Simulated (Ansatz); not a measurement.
# CH₉AlBNSi: a ladder of functionals and wavefunction methods

Aim: compute CH₉AlBNSi with functionals from several rungs and with coupled cluster. The yardstick is the atomisation energy at the CCSD(T) limit.

The runs use Ansatz 0.2.0, Gaussian basis; functionals in def2-TZVPP, the program's frozen cores in correlated methods.

Plan: PBE-D4, r2SCAN-D4, PBE0-D4, B3LYP-D4, ωB97X-V, ωB97M-V, B2PLYP; CCSD(T)/def2-TZVPP; MP2/def2-QZVPP; extrapolation to the limit.

## (1) The relaxed structure

All runs share one geometry, relaxed beforehand with PBE0-D4 in a triple-zeta def2 set.

SMILES `[BH2][AlH][N](C)[SiH3]`, 14 atoms, charge 0, spin multiplicity 1.

Atoms are counted from 1 here; the program's logs count them from 0.

Bond lengths: B1–Al2 2.127 Å, B1–H6 1.200 Å, B1–H7 1.200 Å, Al2–N3 1.791 Å, Al2–H8 1.589 Å, N3–C4 1.461 Å, N3–Si5 1.728 Å, C4–H9 1.097 Å, C4–H10 1.097 Å, C4–H11 1.096 Å, Si5–H12 1.492 Å, Si5–H13 1.484 Å, Si5–H14 1.492 Å. Angles: Al2–B1–H6 123.0°, Al2–B1–H7 122.8°, H6–B1–H7 114.1°, B1–Al2–N3 118.0°, B1–Al2–H8 125.0°, N3–Al2–H8 117.0°, Al2–N3–C4 120.3°, Al2–N3–Si5 124.6°, C4–N3–Si5 115.1°, N3–C4–H9 111.9°, N3–C4–H10 111.9°, N3–C4–H11 111.2°, H9–C4–H10 107.5°, H9–C4–H11 107.0°, H10–C4–H11 107.0°, N3–Si5–H12 111.1°, N3–Si5–H13 108.7°, N3–Si5–H14 111.1° and more.

## (2) PBE-D4 (GGA)

Contents of in.yaml:

```yaml
crystal:
  periodic: [false, false, false]
  atoms:
    - {symbol: B, position_ang: [-2.115129, 1.788877, -0.823110]}
    - {symbol: Al, position_ang: [-1.082902, 0.718339, 0.697978]}
    - {symbol: N, position_ang: [0.316760, -0.288913, 0.213720]}
    - {symbol: C, position_ang: [0.719176, -0.365829, -1.188250]}
    - {symbol: Si, position_ang: [1.280809, -1.218923, 1.305147]}
    - {symbol: H, position_ang: [-3.050352, 1.334383, -1.422583]}
    - {symbol: H, position_ang: [-1.823012, 2.907888, -1.144265]}
    - {symbol: H, position_ang: [-1.454813, 0.741890, 2.243047]}
    - {symbol: H, position_ang: [1.743574, -0.004967, -1.340785]}
    - {symbol: H, position_ang: [0.670032, -1.391849, -1.572668]}
    - {symbol: H, position_ang: [0.066677, 0.244941, -1.821881]}
    - {symbol: H, position_ang: [2.710005, -0.791890, 1.255523]}
    - {symbol: H, position_ang: [0.753533, -1.035661, 2.680180]}
    - {symbol: H, position_ang: [1.252739, -2.667386, 0.946744]}
basis:
  gaussian: {orbitals: def2-TZVPP}
hamiltonian: {xc: pbe, dispersion: d4}
output: {forces: true, orbitals: {seedname: orbitals}}
```

On the command line:

```sh
$ ansatz run in.yaml --threads 4 --pin off --events-out ev --progress --plain --max-ram 10444MiB
```

After this run come: r2SCAN-D4 (meta-GGA); PBE0-D4 (hybrid); B3LYP-D4 (hybrid); ωB97X-V (range-separated); ωB97M-V (range-separated); B2PLYP (double hybrid); CCSD(T) in def2-TZVPP; MP2 in def2-QZVPP.

Before running them: what should the planned runs give, taken together? Wanted: atomisation energy, CCSD(T)/CBS; farthest; mean size of error, hybrid; mean size of error, range-separated; gap, smallest and largest; T1 diagnostic; triples share of the correlation energy.

**Answer**, as computed:

```
                               quantity                                          value
        atomisation energy, CCSD(T)/CBS                                  4559.5 kJ/mol
 functionals within 22.8 kJ/mol (0.5 %)  PBE-D4, r2SCAN-D4, PBE0-D4, B3LYP-D4, ωB97M-V
                               farthest                          B2PLYP (-45.5 kJ/mol)
             mean size of error, hybrid                                    20.3 kJ/mol
    mean size of error, range-separated                                    26.2 kJ/mol
              gap, smallest and largest            2.45 eV (PBE-D4), 9.31 eV (ωB97X-V)
                          T1 diagnostic                                         0.0118
triples share of the correlation energy                                          3.5 %
```

What this shows: PBE-D4 misses by +12.5 kJ/mol. Double hybrids carry the basis error of their MP2 part in triple zeta, and no dispersion term here, so their miss is partly the set-up's. The reference freezes the cores and leaves out relativity and excitations past (T), so misses under about 22.8 kJ/mol can't be ranked. Hartree-Fock recovers 75 % of the binding; the rest is correlation. The gap grows from 2.4 to 9.3 eV across the functionals, mostly with the share of exact exchange.
